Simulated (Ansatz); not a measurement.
# LuCdS4: from the start to rest

The start is LuCdS4, a known structure type filled with other elements, at an estimated volume. Where does it settle when we relax cell and atoms, and what is it like there?

All numbers below are computed with Ansatz 0.2.0 (DFT, r2SCAN, with U_eff = 1.85 eV on Lu f, no spin polarisation, plane waves, PAW).

**1. The system as given**

Symmetry: I4_1/a, No. 88, tetragonal system. The conventional cell has a = 6.314 Å, b = 6.314 Å, c = 13.665 Å, α = 90.00°, β = 90.00°, γ = 90.00°. S (site symmetry 1) has 1 Lu at 2.23 Å and 2 Cd at 2.79 to 3.06 Å as nearest neighbours. Cd (site symmetry -4) has 8 S at 2.79 to 3.06 Å as nearest neighbours. Around Lu (site symmetry -4) lie 4 S at 2.23 Å.

In its conventional cell, by symmetry (the run takes the cell typed in the input):

```cif
data_structure
_symmetry_space_group_name_H-M 'I4_1/a:1'
_symmetry_Int_Tables_number 88
_cell_length_a 6.3136
_cell_length_b 6.3136
_cell_length_c 13.6651
_cell_angle_alpha 90.000
_cell_angle_beta 90.000
_cell_angle_gamma 90.000
_cell_volume 544.71
loop_
_atom_site_label
_atom_site_type_symbol
_atom_site_symmetry_multiplicity
_atom_site_Wyckoff_symbol
_atom_site_fract_x
_atom_site_fract_y
_atom_site_fract_z
_atom_site_occupancy
S1 S 16 f 0.64000 0.75000 0.40500 1
Cd1 Cd 4 b 0.50000 0.50000 0.00000 1
Lu1 Lu 4 a 0.00000 0.00000 0.00000 1
```

It starts from an earlier solution of the starting cell (checkpoint.read).

**2. Relaxing**

Contents of input.yaml:

```yaml
crystal:
  lattice:
    - [0.0, 6.313555, 0.0]
    - [6.313555, 0.0, 0.0]
    - [3.156777, 3.156777, -6.83256]
  atoms:
    - { symbol: S, position: [0.235, 0.345, 0.81] }
    - { symbol: S, position: [0.095, 0.205, 0.31] }
    - { symbol: S, position: [0.955, 0.845, 0.81] }
    - { symbol: S, position: [0.595, 0.485, 0.31] }
    - { symbol: S, position: [0.515, 0.905, 0.69] }
    - { symbol: S, position: [0.655, 0.045, 0.19] }
    - { symbol: S, position: [0.795, 0.405, 0.69] }
    - { symbol: S, position: [0.155, 0.765, 0.19] }
    - { symbol: Cd, position: [0.5, 0.5, 0.0] }
    - { symbol: Cd, position: [0.25, 0.75, 0.5] }
    - { symbol: Lu, position: [0.0, 0.0, 0.0] }
    - { symbol: Lu, position: [0.75, 0.25, 0.5] }
  symmetry: { tolerance: 0.0003 }
kpoints:
  mp_grid: { grid: [4, 4, 4], shift: [0, 0, 0] }
magnetization:
  spin_polarized: false
scf:
  occupations: { method: gaussian, width: 0.0524 }
  lower_state_search: "off"
hamiltonian:
  pseudopotentials: { kind: paw }
  xc: r2scan
  hubbard:
    projectors: all-electron-ortho-atomic
    sites: [{ species: Lu, l: f, u_eff: 1.85 }]
basis:
  ecutwfc: 500
  fft_grid_basis: typed
relax:
  max_steps: 40
  cell: { p_target: 0.0 }
  f_tol: 0.03
output:
  forces: true
  stress: true
  eigenvalues: true
  bader: true
  populations: true
  elf: true
  write_potential: true
  volumetric_format: npy
  dos:
    e_range: [-12, 8]
    de: 0.05
    projected: { site_lists: { Cd: [Cd], Lu: [Lu], S: [S] } }
checkpoint:
  read: saved_state
```

On the command line:

```bash
ansatz run input.yaml --threads 2 --pin off --max-ram 2560MiB --backend cpu --events-out ev --progress --plain --runs-dir out
```

**Question.** What will these runs give? Wanted: moves; energy gained; largest move; cell; volume; pressure at the end; character; Bader charges.

As calculated:

```
                                                 quantity                                                                      value
                                                    moves                                                                         11
                                            energy gained                                                             700.1 meV/atom
                                             largest move                                                                 0.79 Å (S)
                     space group (0.01 Å), before / after                                                          I4_1/a / I4_1/amd
                                                     cell  a = 6.034 Å, b = 6.034 Å, c = 8.292 Å, α = 68.67°, β = 68.67°, γ = 90.00°
                                                   volume                                                     21.57 Å³/atom (-5.0 %)
                                      pressure at the end                                                                   0.00 GPa
                                                character                                                                      metal
density of states, mean within 0.25 eV of the Fermi level                                                        6.8 per eV per cell
                                            Bader charges                                              S -0.77, Cd +1.06, Lu +2.00 e
```

In words: The volume shrank by 5.0 %, and the largest move of an atom is 0.79 Å apart from the change of the cell; the energy fell by 700.1 meV per atom. Within 0.01 Å the space group went from I4_1/a to I4_1/amd. Bands cross the Fermi level: a metal; within 0.25 eV of the Fermi level the density of states averages 6.8 per eV per cell, mostly S p (92 %). Lu loses most charge (+2.00 e on average) and S gains most (-0.77 e).

Limits of this run: a Hubbard term without moments, so a magnetic state may lie lower.
